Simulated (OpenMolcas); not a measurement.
**Ag²⁺ among point charges: CASSCF and CASPT2 levels and susceptibility**

How does a field of 6 point charges split the states of Ag²⁺, and what χT follows?

Program: OpenMolcas 26.06. Level of theory: state-averaged CASSCF and CASPT2, spin-orbit coupling by RASSI with atomic mean-field integrals. These are calculated values, not measurements, unless marked.

### 1 What is computed

- Species: Ag²⁺ (silver, Z = 47, 45 electrons)
- Basis: ANO-RCC-VDZP [6s5p3d1f], 43 functions
- Scalar Hamiltonian: DKH2, point nucleus
- Inactive shells: 1s 2s 2p 3s 3p 3d 4s 4p
- Active space: 9 electrons in 5 orbitals (4d)
- Some configurations of this space: 4d9
- Orbitals: optimised for each spin and parity, averaged over all roots

Outer shells as boxes (Hund's rule):

4d9
```
4d [↑↓][↑↓][↑↓][↑↓][↑ ]
```

The ion sits among 6 point charges of -1.1 e arranged as an octahedron (Oh), 1.98 Å from the ion.

The work runs as a chain of OpenMolcas steps in one folder; each step below is one input file. Labels, J, g values, rates, χT and fits are worked out afterwards by a script from the matrices that RASSI stores. The input lists half of the charges; inversion (Group=XYZ) makes the rest.

### 2 GATEWAY and SEWARD: basis and integrals

File a.inp:

```
&GATEWAY
Coord
1

Ag 0.0 0.0 0.0
Basis=ANO-RCC-VDZP
Group=XYZ
NoMove
AngMom=0.0 0.0 0.0
AMFI
XField
3 Angstrom 0
1.980000 0.000000 0.000000 -1.100000
0.000000 1.980000 0.000000 -1.100000
0.000000 0.000000 1.980000 -1.100000
&SEWARD
```

Command:

```sh
OMP_NUM_THREADS=1 MOLCAS_MEM=1689 MOLCAS_PROJECT=a pymolcas a.inp > a.log
```

### 3 CASSCF: doublets of even parity, 5 roots

File a.inp:

```
&RASSCF
FileOrb=start.orb
Symmetry=1
Spin=2
nActEl=9 0 0
Inactive=9 9
Ras2=5 0
CIRoot=5 5 1
SDav=5
CIMx=300
Iter=120 100
PrWF=0.3
OrbListing=Nothing
MaxOrb=0
>>> COPY $Project.JobIph JOB001
```

start.orb holds the contracted functions of the basis, ordered by shell, or the orbitals of the step before.

### 4 RASSI: spin-orbit coupling between the states

File a.inp:

```
&RASSI
NrOfJobIphs=1 5
1 2 3 4 5
IphNames
JOB001
EJob
SpinOrbit
DIPRint=1.0
SOCoupling=1000.0
Subsets=2
Property=9
'ANGMOM' 1 'ANGMOM' 2 'ANGMOM' 3 'MLTPL  1' 1 'MLTPL  1' 2 'MLTPL  1' 3
'AMFI' 1 'AMFI' 2 'AMFI' 3
SOProperty=3
'ANGMOM' 1 'ANGMOM' 2 'ANGMOM' 3
```

### 5 CASPT2: IPEA 0.25, imaginary shift 0.1 (closed shells correlated: 4s 4p)

File a.inp:

```
>>> COPY JOB001 $Project.JobIph
&CASPT2
Multistate=5 1 2 3 4 5
NoMult
Frozen=8 6
IPEA=0.25
Imaginary=0.1
MaxIter=60
WThr=0.0 0.3 0.05
PrWF=0.5
NoMix
```

(Steps that only read results are left out.)

Before running it: what results should come out? Wanted: spin-free ground state; first state of the same spin within the active space; lowest level; next level.

The runs gave:

| quantity | value |
| --- | --- |
| method | SS-CASPT2, IPEA 0.25, imaginary shift 0.1 (closed shells correlated: 4s 4p) |
| spin-free ground state | 2E, 2-fold in its orbital part |
| first state of the same spin within the active space | 2T2 at 5070 cm⁻¹ |
| lowest level | 4-fold Γ8 |
| next level | 4033.7 cm⁻¹ |
| χT at 300 K | 0.88 cm³ K/mol |
| effective moment at 300 K | 2.65 μB |

Cost by method:

```tsv
method	time of its own steps	time with the reference
A. CASSCF	1.4 s	1.4 s
B. SS-CASPT2, IPEA 0.25, imaginary shift 0.1, +4s 4p	0.47 s	1.8 s
```

Times are of one thread on a shared host.

The spin-free ground state (2E) comes to 100 % from free-ion D terms and keeps the highest spin of the shell. χT at 300 K is 0.88, against 0.38 cm³ K/mol for the spin alone, so orbital moment adds to it. A ligand-field fit to the states below 45000 cm-1 gives 10Dq = 5068 cm-1, the gap between the two states. An orbital doublet at a regular site is open to a Jahn-Teller distortion, which this geometry leaves out. The field of point charges can differ much from that of real complexes. This is an electrostatic model: the charges have no orbitals.
